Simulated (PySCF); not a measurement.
**TeC: changing the method**

What do other methods print for TeC?

The runs use PySCF 2.14.0; method and basis as typed in the scripts.

5 further runs of the same task are left out: 2 for a known fault of the program, 3 that didn't finish.

## 1. Starting geometry

TeC: 2 atoms, charge 0, spin multiplicity 1.

Bond lengths: Te1–C2 2.030 Å.

## 2. The run that the others are compared with

Contents of input.py:

```python
from pyscf import gto, scf, mcscf, mrpt

mol = gto.M(
    atom='Te 0 0 0; C 0 0 2.03',
    basis='x2c-svpall',
    charge=0,
    spin=0,
    verbose=4,
)
mf = scf.ROHF(mol)
mf = mf.sfx2c1e()
mf.kernel()
mc = mcscf.CASSCF(mf, 5, 6)
mc.kernel()
mc.analyze()
mrpt.NEVPT(mc).kernel()
mf.dip_moment()
print('orbital energies (hartree):', mf.mo_energy[..., max(0, mol.nelec[1]-3):mol.nelec[0]+3].round(4))
```

Launch:

```bash
> python input.py
```

## 3. Hse06 (ROKS)

Variant 1 changes functional: none (Hartree–Fock) → hse06; SCF type: ROHF → ROKS; step after the SCF: nevpt2 → analyze.

Contents of input.py:

```python
from pyscf import gto, dft

mol = gto.M(
    atom='Te 0 0 0; C 0 0 2.03',
    basis='x2c-svpall',
    charge=0,
    spin=0,
    verbose=4,
)
mf = dft.ROKS(mol, xc='hse06')
mf = mf.sfx2c1e()
mf.kernel()
mf.analyze()
print('orbital energies (hartree):', mf.mo_energy[..., max(0, mol.nelec[1]-3):mol.nelec[0]+3].round(4))
```

## 4. B3lyp5 (ROKS)

Variant 2 changes functional: none (Hartree–Fock) → b3lyp5; SCF type: ROHF → ROKS; step after the SCF: nevpt2 → analyze.

Contents of input.py:

```python
from pyscf import gto, dft

mol = gto.M(
    atom='Te 0 0 0; C 0 0 2.03',
    basis='x2c-svpall',
    charge=0,
    spin=0,
    verbose=4,
)
mf = dft.ROKS(mol, xc='b3lyp5')
mf = mf.sfx2c1e()
mf.kernel()
mf.analyze()
print('orbital energies (hartree):', mf.mo_energy[..., max(0, mol.nelec[1]-3):mol.nelec[0]+3].round(4))
```

## 5. M06l (ROKS)

Variant 3 changes functional: none (Hartree–Fock) → m06l; SCF type: ROHF → ROKS; step after the SCF: nevpt2 → analyze.

Contents of input.py:

```python
from pyscf import gto, dft

mol = gto.M(
    atom='Te 0 0 0; C 0 0 2.03',
    basis='x2c-svpall',
    charge=0,
    spin=0,
    verbose=4,
)
mf = dft.ROKS(mol, xc='m06l')
mf = mf.sfx2c1e()
mf.kernel()
mf.analyze()
print('orbital energies (hartree):', mf.mo_energy[..., max(0, mol.nelec[1]-3):mol.nelec[0]+3].round(4))
```

## 6. MP2

Variant 4 changes step after the SCF: nevpt2 → mp2.

Changes to input.py since step 2:

```diff
@@ -1,2 +1,2 @@
-from pyscf import gto, scf, mcscf, mrpt
+from pyscf import gto, scf, mp
 
@@ -12,6 +12,3 @@
 mf.kernel()
-mc = mcscf.CASSCF(mf, 5, 6)
-mc.kernel()
-mc.analyze()
-mrpt.NEVPT(mc).kernel()
+mp.MP2(mf).kernel()
 mf.dip_moment()
```

## 7. Geometry optimisation

Variant 5 changes step after the SCF: nevpt2 → optimize.

Contents of input.py:

```python
from pyscf import gto, scf
from pyscf.geomopt.geometric_solver import optimize

mol = gto.M(
    atom='Te 0 0 0; C 0 0 2.03',
    basis='x2c-svpall',
    charge=0,
    spin=0,
    verbose=4,
)
mf = scf.ROHF(mol)
mf = mf.sfx2c1e()
mf.kernel()
mol_eq = optimize(mf, maxsteps=30)
print('optimised geometry (angstrom)')
print(mol_eq.tostring('raw'))
print('orbital energies (hartree):', mf.mo_energy[..., max(0, mol.nelec[1]-3):mol.nelec[0]+3].round(4))
```

## 8. SCF alone

Variant 6 changes step after the SCF: nevpt2 → none.

Changes to input.py since step 2:

```diff
@@ -1,2 +1,2 @@
-from pyscf import gto, scf, mcscf, mrpt
+from pyscf import gto, scf
 
@@ -12,6 +12,2 @@
 mf.kernel()
-mc = mcscf.CASSCF(mf, 5, 6)
-mc.kernel()
-mc.analyze()
-mrpt.NEVPT(mc).kernel()
 mf.dip_moment()
```

**Question.** What will these runs give? Wanted: for each run, E(SCF); from base; SCF dipole; after the SCF.

**Answer**, as computed:

| run | E(SCF) (hartree) | from base (eV) | cycles | SCF dipole (D) | after the SCF |
| --- | --- | --- | --- | --- | --- |
| base | -6827.977872 | 0 | 10 | 1.62 | NEVPT2 correlation -7.181 eV (from the SCF energy, the CASSCF gain included) |
| hse06 (ROKS) | -6830.626536 | not comparable | 9 | 2.21 | n/a |
| b3lyp5 (ROKS) | -6830.942318 | not comparable | 9 | 2.22 | n/a |
| m06l (ROKS) | -6830.957939 | not comparable | 8 | 2.53 | n/a |
| MP2 | -6827.977872 | 0.0000 | 10 | 1.62 | MP2 correlation -7.127 eV |
| geometry optimisation | -6827.977872 | 0.0000 | 10 | n/a | bond 1.865 Å, -0.413 eV |
| SCF alone | -6827.977872 | 0.0000 | 10 | 1.62 | n/a |

SCF columns refer to the geometry typed in the script.

Total energies of different functionals can't be compared with each other; differences within one functional can. The dearest run is “geometry optimisation”, at 21 s against 3.7 s.
